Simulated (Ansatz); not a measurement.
# Al₂H₃LiS: one structure at several levels

An exercise on one series of results from a longer session: the logs are not shown, and one member is left open.

Computed with Ansatz 0.2.0, Gaussian basis. Level: single points in def2-TZVPP.

Cores are frozen in the correlated methods. The outer core shell of Li, Na, Mg and K is correlated.

**The system as given**

SMILES `[Li][S][AlH][AlH2]`, 7 atoms, charge 0, spin multiplicity 1.

Atoms are counted from 1 here; the program's logs count them from 0.

Bond lengths: Li1–S2 2.158 Å, S2–Al3 2.141 Å, Al3–Al4 2.431 Å, Al3–H5 1.600 Å, Al4–H6 1.595 Å, Al4–H7 1.660 Å. Angles: Li1–S2–Al3 152.8°, S2–Al3–Al4 106.8°, S2–Al3–H5 121.4°, Al4–Al3–H5 131.8°, Al3–Al4–H6 121.6°, Al3–Al4–H7 131.0°, H6–Al4–H7 106.9°.

As a file:

```xyz
7
charge 0, multiplicity 1
Li    0.10840   -2.95410    2.87050
S    -0.05370   -1.37900    1.40370
Al    0.26440    0.62350    0.71580
Al   -0.26550    0.64380   -1.65710
H     0.77820    1.77240    1.70330
H    -0.73600   -0.67540   -2.42000
H    -0.42930    1.90460   -2.72470
```

Set-up of the first run:

The input, run/in.yaml:

```yaml
crystal:
  periodic: [false, false, false]
  atoms:
    - {symbol: Li, position_ang: [0.108400, -2.954100, 2.870500]}
    - {symbol: S, position_ang: [-0.053700, -1.379000, 1.403700]}
    - {symbol: Al, position_ang: [0.264400, 0.623500, 0.715800]}
    - {symbol: Al, position_ang: [-0.265500, 0.643800, -1.657100]}
    - {symbol: H, position_ang: [0.778200, 1.772400, 1.703300]}
    - {symbol: H, position_ang: [-0.736000, -0.675400, -2.420000]}
    - {symbol: H, position_ang: [-0.429300, 1.904600, -2.724700]}
basis:
  gaussian: {orbitals: def2-TZVPP}
correlation: {method: ccsd_t}
output: {forces: true}
```

No record of the launch command was kept for these runs.

Steps of the session up to this table: CCSD(T)/def2-TZVPP; PBE0-D4/def2-TZVPP; wB97M-V/def2-TZVPP; r2SCAN-D4/def2-TZVPP; PBE-D4/def2-TZVPP; B97M-V/def2-TZVPP; r2SCAN0-D4/def2-TZVPP.

One table of the session follows, with a row left open; its other results are not shown here.

| method | RMS force component (eV/Å) | angle to CCSD(T) forces (°) | dipole (D) |
| --- | --- | --- | --- |
| CCSD(T) | 0.587 | reference | 8.99 |
| PBE0-D4 | 0.550 | 4.5 | 8.85 |
| wB97M-V | 0.550 | 5.0 | 8.77 |
| r2SCAN-D4 | ? | ? | ? |
| PBE-D4 | 0.500 | 8.9 | 8.86 |
| B97M-V | 0.528 | 5.6 | 9.23 |
| r2SCAN0-D4 | 0.580 | 5.4 | 8.98 |

**Question.** Estimate the row for r2SCAN-D4.

As computed: RMS force component (eV/Å): 0.544; angle to CCSD(T) forces (°): 2.5; dipole (D): 9.09. In the column «RMS force component (eV/Å)» it lies between B97M-V (0.528) and PBE0-D4 (0.550).
